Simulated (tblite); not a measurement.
# C4H13NSeSi: the cost of one run

Programs: tblite 0.8.0 and PySCF 2.14.0, with density-fitted response routines of our own. Each step states its level of theory. These are calculated values for one molecule in the gas phase, unless marked as measured. Atoms count from 0, in the outputs and in this text.

## Step 1: The molecule as given

20 atoms, charge 0, multiplicity 1; geometry from: force field or distance geometry start.

Bonds of the start (Å): C0–C1 1.53, C1–Se2 1.89, Se2–Si3 2.24, Si3–N4 1.78, Si3–C5 1.88, C5–C6 1.51, C0–H7 1.12, C0–H8 1.11, C0–H9 1.10, C1–H10 1.12, C1–H11 1.11, Si3–H12 1.47, N4–H13 1.06, N4–H14 1.03, C5–H15 1.11, C5–H16 1.11, C6–H17 1.10, C6–H18 1.10, C6–H19 1.12.

## Step 2: Relaxing the molecule with GFN2-xTB

The job: settings as JSON, then the geometry in Å.

```
{"job": {"kind": "relax", "xc": "GFN2-xTB", "basis": "xTB"}, "charge": 0, "multiplicity": 1}
C      3.243500     0.240000    -0.697500
C      2.188700     1.013600     0.097700
Se     0.569100     1.314700    -0.836800
Si    -0.876000    -0.386200    -0.967800
N     -0.139600    -2.002600    -1.049500
C     -2.144900    -0.439800     0.419300
C     -2.633400     0.957600     0.699500
H      4.197900     0.823900    -0.764900
H      3.473900    -0.683900    -0.133100
H      2.892200     0.046500    -1.718000
H      2.657200     2.011600     0.280300
H      2.082600     0.548400     1.100900
H     -1.670600    -0.222600    -2.192200
H     -0.754500    -2.572200    -1.694100
H     -0.125800    -2.473900    -0.131500
H     -1.728600    -0.947400     1.313400
H     -2.981100    -1.062600     0.042200
H     -2.448300     1.586600    -0.178000
H     -3.725800     0.921900     0.861600
H     -2.081700     1.337100     1.603500
```

Run with:

```console
$ OMP_NUM_THREADS=1 python probes_run.py task.json out
```

The driver reads the jobs from task.json and runs them one after another.

Q: Estimate the wall time of this first job on 1 thread of Arm Neoverse N1, shared host.

About 3.8 s.
